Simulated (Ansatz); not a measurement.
This script for Ansatz 0.2.0 through its Python package starts 4 runs on BaTiO3, space group Pm-3m. What input does the engine get in each?

`batio3.py`
```python
"""Cutoff test for BaTiO3."""

from dataclasses import dataclass
import csv

import ansatz
from pymatgen.core import Lattice, Structure
from pymatgen.io.ase import AseAtomsAdaptor


@dataclass(frozen=True)
class Settings:
    functional: str = "pbe"
    kgrid: tuple[int, ...] = (6, 6, 6)
    smearing: str = "fixed"


opts = Settings()

pmg_structure = Structure(
    Lattice([(4.006, 0.0, 0.0), (0.0, 4.006, 0.0), (0.0, 0.0, 4.006)]),
    ["Ba", "Ti", "O", "O", "O"],
    [
        (0.5, 0.5, 0.5),
        (0.0, 0.0, 0.0),
        (0.5, 0.0, 0.0),
        (0.0, 0.5, 0.0),
        (0.0, 0.0, 0.5),
    ],
)
system = ansatz.Crystal.from_ase(AseAtomsAdaptor.get_atoms(pmg_structure))

calc = (
    system.calculation()
    .functional(opts.functional)
    .kpoints(*opts.kgrid)  # the mesh must be finer for metals
    .occupations(opts.smearing)
)

rows = []
for value in [250, 300, 350, 400]:
    report = calc.basis(value).run(threads=1, pin="off").report
    rows.append((value, report["free_energy_ev"] / len(report["lattice"]["sites"]), report["n_iterations"], report["n_pw"]))

with open("ecut.csv", "w", newline="") as handle:
    writer = csv.writer(handle)
    writer.writerow(["cutoff (eV)", "F/atom (eV)", "iterations", "plane waves"])
    writer.writerows([round(v, 5) if isinstance(v, float) else v for v in row] for row in rows)

# the last row is the reference
for row in rows[:-1]:
    shift = 1000 * (row[1] - rows[-1][1])
    print(f"{row[0]}: {shift:+.2f} meV/atom" + ("  (within 2 meV)" if abs(shift) < 2 else ""))
```

Run 1:
```yaml
crystal:
  lattice:
    - [4.006, 0.0, 0.0]
    - [0.0, 4.006, 0.0]
    - [0.0, 0.0, 4.006]
  atoms:
    - { symbol: Ba, position: [0.5, 0.5, 0.5] }
    - { symbol: Ti, position: [0.0, 0.0, 0.0] }
    - { symbol: O, position: [0.5, 0.0, 0.0] }
    - { symbol: O, position: [0.0, 0.5, 0.0] }
    - { symbol: O, position: [0.0, 0.0, 0.5] }
basis:
  ecutwfc: 250.0
kpoints:
  mp_grid:
    grid: [6, 6, 6]
hamiltonian:
  xc: pbe
scf:
  occupations:
    method: fixed
```

Run 2, against run 1:
```diff
-  ecutwfc: 250.0
+  ecutwfc: 300.0
```

Run 3, against run 1:
```diff
-  ecutwfc: 250.0
+  ecutwfc: 350.0
```

Run 4, against run 1:
```diff
-  ecutwfc: 250.0
+  ecutwfc: 400.0
```

Output of `python batio3.py`:
```text
DeckWarning: basis.ecutwfc = 250 eV is below the records' recommended 420 eV, and the density's cutoff is lower with it unless basis.ecutrho_ratio is high enough to keep the records' density cutoff: compare with a run at a higher cutoff
DeckWarning: basis.ecutwfc = 300 eV is below the records' recommended 420 eV, and the density's cutoff is lower with it unless basis.ecutrho_ratio is high enough to keep the records' density cutoff: compare with a run at a higher cutoff
DeckWarning: basis.ecutwfc = 350 eV is below the records' recommended 420 eV, and the density's cutoff is lower with it unless basis.ecutrho_ratio is high enough to keep the records' density cutoff: compare with a run at a higher cutoff
DeckWarning: basis.ecutwfc = 400 eV is below the records' recommended 420 eV, and the density's cutoff is lower with it unless basis.ecutrho_ratio is high enough to keep the records' density cutoff: compare with a run at a higher cutoff
250: +1297.48 meV/atom
300: +319.04 meV/atom
350: +50.72 meV/atom
```
(Warnings from the package without file and line.)

Caveats:
- The run is spin-unpolarised.
- This is a high-temperature or high-pressure form, not the ambient phase.
- The structure is a deposited one; some such entries were measured under pressure or heat, so a shift against it needn't be the functional's error alone.
- Shifts are counted from the last row, which is itself no proven limit.
- Timing: 5.6 s on 1 thread of Intel(R) Xeon(R) Processor @ 2.30GHz, with other jobs on the host, peak memory 0.58 GiB.
